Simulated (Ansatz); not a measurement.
# C₅H₁₄GaNO: up Jacob's ladder to CCSD(T)

An exercise on one series of results from a longer session: the logs are not shown, and one member is left open.

The runs use Ansatz 0.2.0, Gaussian basis; functionals in def2-TZVPP, the program's frozen cores in correlated methods.

The runs, in order: LDA (SPW92), PBE-D4, revPBE-D4, BLYP-D4, r2SCAN-D4, B97M-V, PBE0-D4, B3LYP-D4, r2SCANh-D4, r2SCAN0-D4, HSE06-D4, BHLYP-D4, CAM-B3LYP-D4, LC-ωPBE, ωB97X-V, ωB97M-V, B2PLYP, PBE-QIDH; CCSD(T)/def2-SVP; CCSD(T)/def2-TZVPP; MP2/def2-QZVPP; extrapolation to the limit; RPA on PBE.

## Structure used throughout

An earlier PBE0-D4 in a triple-zeta def2 set relaxation fixed the geometry.

SMILES `C[CH2][Ga]([O]C)[N](C)C`, 22 atoms, charge 0, spin multiplicity 1.

Atoms are counted from 1 here; the program's logs count them from 0.

Bond lengths: C1–C2 1.525 Å, C1–H9 1.092 Å, C1–H10 1.094 Å, C1–H11 1.092 Å, C2–Ga3 1.962 Å, C2–H12 1.095 Å, C2–H13 1.095 Å, Ga3–O4 1.791 Å, Ga3–N6 1.826 Å, O4–C5 1.396 Å, C5–H14 1.099 Å, C5–H15 1.096 Å, C5–H16 1.099 Å, N6–C7 1.440 Å, N6–C8 1.438 Å, C7–H17 1.101 Å, C7–H18 1.093 Å, C7–H19 1.101 Å and more. Angles: C2–C1–H9 111.6°, C2–C1–H10 111.4°, C2–C1–H11 111.6°, H9–C1–H10 107.7°, H9–C1–H11 106.6°, H10–C1–H11 107.7°, C1–C2–Ga3 113.7°, C1–C2–H12 110.7°, C1–C2–H13 110.7°, Ga3–C2–H12 107.9°, Ga3–C2–H13 107.8°, H12–C2–H13 105.5°, C2–Ga3–O4 115.2°, C2–Ga3–N6 124.1°, O4–Ga3–N6 120.7°, Ga3–O4–C5 129.6°, O4–C5–H14 112.7°, O4–C5–H15 108.8° and more.

The first run:

File in.yaml:

```yaml
crystal:
  periodic: [false, false, false]
  atoms:
    - {symbol: C, position_ang: [1.962026, -1.121112, -2.382471]}
    - {symbol: C, position_ang: [1.954022, -0.608736, -0.946187]}
    - {symbol: Ga, position_ang: [0.169960, -0.123087, -0.290697]}
    - {symbol: O, position_ang: [-1.161626, -0.347004, -1.467824]}
    - {symbol: C, position_ang: [-2.528392, -0.103045, -1.322628]}
    - {symbol: N, position_ang: [-0.166667, 0.512478, 1.387359]}
    - {symbol: C, position_ang: [0.907773, 0.688396, 2.330071]}
    - {symbol: C, position_ang: [-1.444879, 0.885686, 1.931252]}
    - {symbol: H, position_ang: [1.340346, -2.011626, -2.495535]}
    - {symbol: H, position_ang: [2.974177, -1.379126, -2.708374]}
    - {symbol: H, position_ang: [1.569690, -0.376111, -3.077669]}
    - {symbol: H, position_ang: [2.369506, -1.358257, -0.264679]}
    - {symbol: H, position_ang: [2.599186, 0.270067, -0.844418]}
    - {symbol: H, position_ang: [-2.983946, -0.706831, -0.525723]}
    - {symbol: H, position_ang: [-3.035500, -0.362135, -2.258705]}
    - {symbol: H, position_ang: [-2.749813, 0.952251, -1.111711]}
    - {symbol: H, position_ang: [0.759193, 0.080471, 3.235516]}
    - {symbol: H, position_ang: [1.866246, 0.398340, 1.892369]}
    - {symbol: H, position_ang: [0.995818, 1.735807, 2.656621]}
    - {symbol: H, position_ang: [-1.459115, 1.941484, 2.242201]}
    - {symbol: H, position_ang: [-1.696553, 0.287055, 2.820032]}
    - {symbol: H, position_ang: [-2.241452, 0.745067, 1.201199]}
basis:
  gaussian: {orbitals: def2-TZVPP}
hamiltonian: {xc: lda}
output: {orbitals: {seedname: orbitals}}
```

Command:

```
> ansatz run in.yaml --threads 2 --pin off --events-out ev --progress --plain --max-ram 22528MiB --backend cuda --devices 0, --max-vram 18GiB
```

Among the steps run: LDA; PBE-D4 (GGA); revPBE-D4 (GGA); BLYP-D4 (GGA); r2SCAN-D4 (meta-GGA); B97M-V (meta-GGA); B3LYP-D4 (hybrid); r2SCANh-D4 (hybrid); r2SCAN0-D4 (hybrid); HSE06-D4 (hybrid); BHLYP-D4 (hybrid); CAM-B3LYP-D4 (range-separated); LC-ωPBE (range-separated); ωB97X-V (range-separated); ωB97M-V (range-separated); B2PLYP (double hybrid); PBE-QIDH (double hybrid).

One of the session's tables, all rows but one given; the rest of the session is left out.

It belongs to the step «Frontier levels by functional». 

| functional | HOMO (eV) | gap (eV) |
| --- | --- | --- |
| LDA (SPW92) | -5.02 | 4.18 |
| PBE-D4 | -4.89 | 4.29 |
| revPBE-D4 | -4.82 | 4.35 |
| BLYP-D4 | -4.79 | 4.25 |
| r2SCAN-D4 | -5.11 | 4.80 |
| B97M-V | -5.24 | 4.69 |
| PBE0-D4 | -6.15 | 6.35 |
| B3LYP-D4 | -5.95 | 5.88 |
| r2SCANh-D4 | ? | ? |
| r2SCAN0-D4 | -6.32 | 6.68 |
| HSE06-D4 | -5.75 | 5.58 |
| BHLYP-D4 | -7.38 | 8.30 |
| CAM-B3LYP-D4 | -7.53 | 8.60 |
| LC-ωPBE | -8.84 | 11.11 |
| ωB97X-V | -8.53 | 10.58 |
| ωB97M-V | -8.45 | 10.22 |

Q: Estimate the row for r2SCANh-D4 from the others.

Worked estimate for «HOMO (eV)». Against the share of exact exchange, r2SCAN-D4 (0, -5.11), r2SCAN0-D4 (0.25, -6.32) give a slope of -4.84 per unit share; at 0.1 the line stands at -5.59.

As computed: HOMO (eV): -5.59; gap (eV): 5.55. In «HOMO (eV)» the line misses by 0.00.
